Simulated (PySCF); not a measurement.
# C5H14Si2: circular dichroism and optical rotation

What do calculations give for the circular dichroism and optical rotation of C5H14Si2 (`CC[Si@@H]1C[SiH2][C@@H]1C`)?

Computed with PySCF 2.14.0 and routines of our own; the level stands in each step. Atoms count from 0.

## Step 1: The system as given

21 atoms, charge 0, multiplicity 1; geometry from: GFN2-xTB.

## Step 2: Circular dichroism and optical rotation: TDDFT CAM-B3LYP/def2-SVPD

Job settings and geometry (Å):

```
{"job": {"kind": "ecd", "xc": "CAM-B3LYP", "basis": "def2-SVPD", "nstates": 16}, "charge": 0, "multiplicity": 1}
C      2.850067    -0.646835     0.346032
C      1.400812    -1.006704     0.045632
Si     0.419706     0.463349    -0.654239
C      0.027265     1.809031     0.658609
Si    -1.822946     1.308335     0.724810
C     -1.479852     0.146431    -0.770489
C     -1.982410    -1.288513    -0.683816
H      3.360210    -0.327210    -0.559848
H      2.900805     0.167338     1.065316
H      3.389161    -1.499188     0.757799
H      0.927256    -1.363709     0.961263
H      1.379363    -1.837408    -0.660645
H      1.057601     0.943874    -1.891194
H      0.183758     2.821872     0.298125
H      0.564862     1.730695     1.599593
H     -2.187079     0.592318     1.950949
H     -2.788897     2.384077     0.485985
H     -1.875214     0.582934    -1.690386
H     -1.637261    -1.875604    -1.534510
H     -1.624397    -1.769132     0.224091
H     -3.071730    -1.319011    -0.673549
```

Level: TDDFT CAM-B3LYP/def2-SVPD circular dichroism and optical rotation, one conformer, gas phase.

Command:

```console
$ OMP_NUM_THREADS=1 python excited_run.py task.json out
```

The driver reads the jobs from task.json and runs them one after another.

Output:

```text
coarse grid: 17360 points
cycle   1  E = -777.3405236031  dE =  5.408e-01  |g| = 4.589e-01  |ddm| = 6.191e+00
cycle   2  E = -777.3513926635  dE = -1.087e-02  |g| = 4.190e-01  |ddm| = 1.215e+00
cycle   3  E = -777.3981834141  dE = -4.679e-02  |g| = 3.934e-02  |ddm| = 5.966e-01
cycle   4  E = -777.3985737195  dE = -3.903e-04  |g| = 2.038e-02  |ddm| = 1.049e-01
cycle   5  E = -777.3986854059  dE = -1.117e-04  |g| = 3.115e-03  |ddm| = 3.778e-02
cycle   6  E = -777.3986879265  dE = -2.521e-06  |g| = 8.466e-04  |ddm| = 6.626e-03
final grid: 155104 points
cycle   7  E = -777.5145189699  dE = -3.668e-05  |g| = 3.751e-03  |ddm| = 7.381e-02
cycle   8  E = -777.5145195763  dE = -6.064e-07  |g| = 3.538e-03  |ddm| = 1.291e-02
cycle   9  E = -777.5145228703  dE = -3.294e-06  |g| = 1.791e-04  |ddm| = 4.957e-03
cycle  10  E = -777.5145228783  dE = -8.000e-09  |g| = 1.205e-04  |ddm| = 6.447e-04
cycle  11  E = -777.5145228820  dE = -3.754e-09  |g| = 1.879e-05  |ddm| = 2.215e-04
cycle  12  E = -777.5145228822  dE = -1.214e-10  |g| = 7.236e-06  |ddm| = 5.074e-05
converged SCF energy = -777.5145228822

Singlet excitations and rotatory strengths (1e-40 esu^2 cm^2)
state   eV       nm     f(len)   f(vel)    R(len)    R(vel)   main configurations
  1   6.3037   196.7  0.00774  0.00817    28.494    28.613   H->L 0.91
  2   6.8793   180.2  0.00063  0.00066   -16.322   -16.726   H->L+1 0.62, H->L+4 0.14, H-2->L 0.09
  3   7.0392   176.1  0.00520  0.00547    -2.577    -2.620   H-1->L 0.87
  4   7.2426   171.2  0.09751  0.10257   -16.653   -16.541   H-2->L 0.44, H->L+2 0.23, H->L+1 0.09
  5   7.3313   169.1  0.07115  0.07640     1.595     2.036   H-2->L 0.31, H->L+2 0.31, H->L+4 0.22
  6   7.4359   166.7  0.00406  0.00440   -10.874   -11.252   H-1->L+1 0.65, H-1->L+4 0.10
  7   7.4911   165.5  0.00660  0.00717     8.078     8.512   H-2->L+1 0.61, H-2->L+4 0.10
  8   7.6840   161.4  0.00441  0.00482    -0.069     0.228   H->L+4 0.18, H->L+2 0.16, H->L+1 0.12
  9   7.7294   160.4  0.00374  0.00407   -22.131   -23.548   H-3->L 0.48, H-1->L+2 0.18, H-1->L+4 0.10
 10   7.7967   159.0  0.01830  0.01930   -31.817   -32.460   H-2->L+2 0.22, H-3->L 0.18, H-2->L+4 0.16
 11   7.8145   158.7  0.00875  0.00974    -3.812    -3.856   H-2->L+4 0.20, H-1->L+4 0.16, H-1->L+2 0.14
 12   7.8703   157.5  0.07696  0.08154    -9.571    -9.535   H->L+3 0.69, H->L+6 0.11
 13   8.1318   152.5  0.00554  0.00524    -4.355    -4.585   H-3->L+1 0.21, H->L+5 0.21, H-2->L+2 0.10
 14   8.1761   151.6  0.07248  0.07615   -27.649   -29.070   H->L+5 0.35, H->L+6 0.23, H->L+7 0.19
 15   8.2382   150.5  0.00477  0.00475     9.032     9.911   H-3->L+1 0.24, H-2->L+3 0.12, H->L+6 0.08
 16   8.3050   149.3  0.00399  0.00439    14.099    15.123   H-1->L+2 0.24, H-1->L+4 0.19, H-1->L+1 0.10

Specific rotation (deg / (dm g/mL))
    nm     length   length(OI)   velocity    alpha(len)  alpha(vel)
  633.0    -123.96    -123.82    -128.71      112.792    113.606
  589.3    -144.73    -144.57    -150.30      113.240    114.063
  546.0    -171.08    -170.89    -177.70      113.801    114.635
  436.0    -284.11    -283.80    -295.42      116.135    117.017
  405.0    -337.33    -336.96    -350.96      117.204    118.109
  365.0    -431.73    -431.26    -449.68      119.074    120.019
  355.0    -461.51    -461.00    -480.89      119.661    120.618
```

It took 2.5 min on 1 thread of Arm Neoverse V2, shared host; peak memory 1.2 GiB.

Orbitals, density, ELF and potential are computed afterwards from the orbital file.

Frontier orbitals at CAM-B3LYP/def2-SVPD, with the share of their density that lies nearest to each atom:

| orbital | energy (eV) | lies on |
| --- | --- | --- |
| HOMO | -8.58 | C5 34 %; Si2 12 %; Si4 9 % |
| LUMO | 0.91 | H15, H16 about 11 % each; Si2, Si4 about 8 % each; H12, H20 about 8 % each |

ELF in a plane through or near 8 of the atoms.

Ten even steps from '0' (0.00) to '9' (1.00):
```
0000000000000000000000000000
0000000000000000000000000000
0000000000000000000000000000
0000000000000011000022000000
0000000000012232100488610000
0000000000048865543999970000
0000016860037817942999991000
0000049992014758547399960000
0000028993013542213143200000
0000134235466212688620000000
0001577228378423577300000000
0003899664726201465100000000
0001575118873002523999500000
0000000029983004623999810000
0000000018970003664899600000
0000000001100002441132000000
0000000000000001210000000000
0000000000000000000000000000
0000000000000000000000000000
0000000000000000000000000000
```
The map spans 12.5 Å across and 10.7 Å up, centred on the molecule. Atoms in the plane (x, y in Å): C0 (-2.9, -0.1), C1 (-1.6, -0.7), C3 (0.3, 1.9), Si4 (2.0, 1.2), C6 (1.8, -1.7), H8 (-2.9, 1.0), H16 (3.1, 2.0), H20 (2.8, -1.9).

On the surface of density 0.002 e/bohr³ the electrostatic potential runs, from the 1st to the 99th percentile, from -0.12 to 0.91 V.

## Step 3: What came out

| quantity | value |
| --- | --- |
| state of largest rotatory strength (velocity form) among 16 (step 2, TDDFT CAM-B3LYP/def2-SVPD) | 7.80 eV, R = -32.5 (velocity), -31.8 (length) ·10⁻⁴⁰ esu² cm² |
| specific rotation at 633.0 nm (step 2, TDDFT CAM-B3LYP/def2-SVPD) | -128.7 (velocity), -124.0 (length) |
| surface potential, 1st and 99th percentile | -0.12 V and 0.91 V |

In words: Rotations belong to one conformer.
